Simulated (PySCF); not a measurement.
# Cu₃: structure of the doublet

Where does doublet Cu₃ go from a obtuse triangle start, is the end point a minimum, and what are its modes, charges and moments?

Computed with PySCF 2.14.0. Level: PBE0, basis Cu def2-TZVP, no relativity, density fitting.

## 1. The starting structure

3 atoms, charge 0, spin multiplicity 2.

Bond lengths: Cu1–Cu2 2.204 Å, Cu1–Cu3 2.204 Å. Angles: Cu2–Cu1–Cu3 104.9°.

```xyz
3
charge 0 multiplicity 2
Cu    0.0000    0.0000    0.0000
Cu    1.7472    1.3440    0.0000
Cu   -1.7472    1.3440    0.0000
```

## 2. First SCF at the start

The steps below are one call of a driver around PySCF. For each, scf.py gives the equivalent set-up of the SCF; relaxations use the driver's own optimiser. After this first run the driver tries any further starts and a stability analysis.

scf.py reads:

```python
from pyscf import gto, scf, dft
mol = gto.M(atom='''
Cu     0.000000     0.000000     0.000000
Cu     1.747200     1.344000     0.000000
Cu    -1.747200     1.344000     0.000000''',
    basis={'Cu': 'def2-TZVP'},
    charge=0, spin=1)
mf = dft.UKS(mol, xc='PBE0')
mf.grids.atom_grid = (50, 194)
aux = {'Cu': 'def2-universal-JKFIT'}
mf = mf.density_fit(auxbasis=aux)
mf.conv_tol = 1e-08
mf.diis_space = 10
mf.max_cycle = 60
mf.init_guess = 'minao'
mf.verbose = 4
mf.kernel()
```

Run with:

```bash
$ OMP_NUM_THREADS=4 python axn.py task.json out
```

After this run come: Relaxing the doublet from the obtuse triangle start; Hessian and properties.

Q: Predict the outcome of this session. Wanted: minimum; geometry; wavenumbers; dipole moment; highest occupied, lowest empty level; polar-tensor charge of Cu1; zero-point energy; atomisation energy; ⟨S²⟩.

The runs gave:

```
                                          quantity                                                                   value
                                           minimum                                                            doublet, C2v
                                          geometry  Cu–Cu 2.340 Å (×2), Cu–Cu 2.622 Å; Cu–Cu–Cu 55.9° (×2), Cu–Cu–Cu 68.1°
                                wavenumbers (cm⁻¹)                                             99 (a1), 145 (b2), 240 (a1)
                                     dipole moment                                                                  0.74 D
highest occupied, lowest empty level (either spin)                                                         -4.09, -2.58 eV
                        polar-tensor charge of Cu1                                                                 +0.45 e
                                 zero-point energy                                                              2.9 kJ/mol
                               entropy at 298.15 K                                                         324.3 J/(mol K)
         atomisation energy (no zero-point energy)                                                              268 kJ/mol
                                              ⟨S²⟩                                                                   0.761
```

**Reading.** The molecule stays C2v, as typed, and the end point is a minimum. The strongest infrared band lies at 145 cm⁻¹ (b2). Only this shape and spin were tried, so other structures or states may lie lower. One determinant may miss the lowest occupation of an open d or f shell.
